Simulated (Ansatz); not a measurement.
# C3H6BCl: up Jacob's ladder to CCSD(T)

The task here is to estimate one member of a computed series from the others.

Method: functionals in def2-TZVPP, the program's frozen cores in correlated methods; program: Ansatz 0.2.0, Gaussian basis.

Levels to be run: PBE-D4, r2SCAN-D4, PBE0-D4, B3LYP-D4, ωB97X-V, ωB97M-V, B2PLYP; CCSD(T)/def2-TZVPP; MP2/def2-QZVPP; extrapolation to the limit.

**The relaxed structure**

All runs share one geometry, relaxed beforehand with PBE0-D4 in a triple-zeta def2 set.

SMILES `ClC1BCC1`, 11 atoms, charge 0, spin multiplicity 1.

Atoms are counted from 1 here; the program's logs count them from 0.

Bond lengths: Cl1–C2 1.834 Å, C2–B3 1.574 Å, C2–C5 1.525 Å, C2–H6 1.085 Å, B3–C4 1.592 Å, B3–H7 1.191 Å, C4–C5 1.556 Å, C4–H8 1.090 Å, C4–H9 1.094 Å, C5–H10 1.094 Å, C5–H11 1.092 Å. Angles: Cl1–C2–B3 82.8°, Cl1–C2–C5 107.8°, Cl1–C2–H6 108.2°, B3–C2–C5 89.3°, B3–C2–H6 135.8°, C5–C2–H6 124.6°, C2–B3–C4 89.6°, C2–B3–H7 132.8°, C4–B3–H7 137.4°, B3–C4–C5 87.6°, B3–C4–H8 117.6°, B3–C4–H9 114.1°, C5–C4–H8 115.8°, C5–C4–H9 113.5°, H8–C4–H9 107.4°, C2–C5–C4 92.8°, C2–C5–H10 108.8°, C2–C5–H11 116.6° and more.

The first run:

File in.yaml:

```yaml
crystal:
  periodic: [false, false, false]
  atoms:
    - {symbol: Cl, position_ang: [-0.570265, 2.077470, -0.210966]}
    - {symbol: C, position_ang: [-0.849321, 0.438507, 0.564197]}
    - {symbol: B, position_ang: [-0.733303, -0.062603, -0.923289]}
    - {symbol: C, position_ang: [0.757982, -0.539997, -0.634025]}
    - {symbol: C, position_ang: [0.513894, -0.177035, 0.859025]}
    - {symbol: H, position_ang: [-1.648693, 0.539571, 1.290221]}
    - {symbol: H, position_ang: [-1.513457, -0.118237, -1.821962]}
    - {symbol: H, position_ang: [1.566634, -0.000711, -1.128292]}
    - {symbol: H, position_ang: [0.925814, -1.607482, -0.801662]}
    - {symbol: H, position_ang: [0.372284, -1.072170, 1.471683]}
    - {symbol: H, position_ang: [1.243733, 0.465589, 1.355668]}
basis:
  gaussian: {orbitals: def2-TZVPP}
hamiltonian: {xc: pbe, dispersion: d4}
output: {forces: true, orbitals: {seedname: orbitals}}
```

The run is started by

```
$ ansatz run in.yaml --threads 4 --pin off --events-out ev --progress --plain --max-ram 10444MiB
```

Steps of the session up to this table: PBE-D4 (GGA); r2SCAN-D4 (meta-GGA); PBE0-D4 (hybrid); B3LYP-D4 (hybrid); ωB97X-V (range-separated); ωB97M-V (range-separated); B2PLYP (double hybrid); CCSD(T) in def2-TZVPP; MP2 in def2-QZVPP.

One table of the session follows, with a row left open; its other results are not shown here.

| method | atomisation energy (kcal/mol) |
| --- | --- |
| PBE-D4 | 1041.6 |
| r2SCAN-D4 | 1020.9 |
| PBE0-D4 | 1027.9 |
| B3LYP-D4 | 1012.0 |
| ωB97X-V | 1016.1 |
| ωB97M-V | 1019.3 |
| B2PLYP | 1002.5 |
| HF/def2-TZVPP | 757.5 |
| MP2/def2-TZVPP | 1007.4 |
| CCSD/def2-TZVPP | 971.7 |
| CCSD(T)/def2-TZVPP | 987.3 |
| MP2/CBS | 1030.0 |
| CCSD(T)/CBS | ? |

**Question.** Estimate the row for CCSD(T)/CBS.

**Answer.** atomisation energy (kcal/mol): 1009.9. In the column «atomisation energy (kcal/mol)» it lies between MP2/def2-TZVPP (1007.4) and B3LYP-D4 (1012.0).

Limits of these values: Free atoms (1 Cl, 3 C, 1 B, 6 H) were run apart at each level; the atomisation energy is their sum less the molecule, without zero-point or spin-orbit terms.
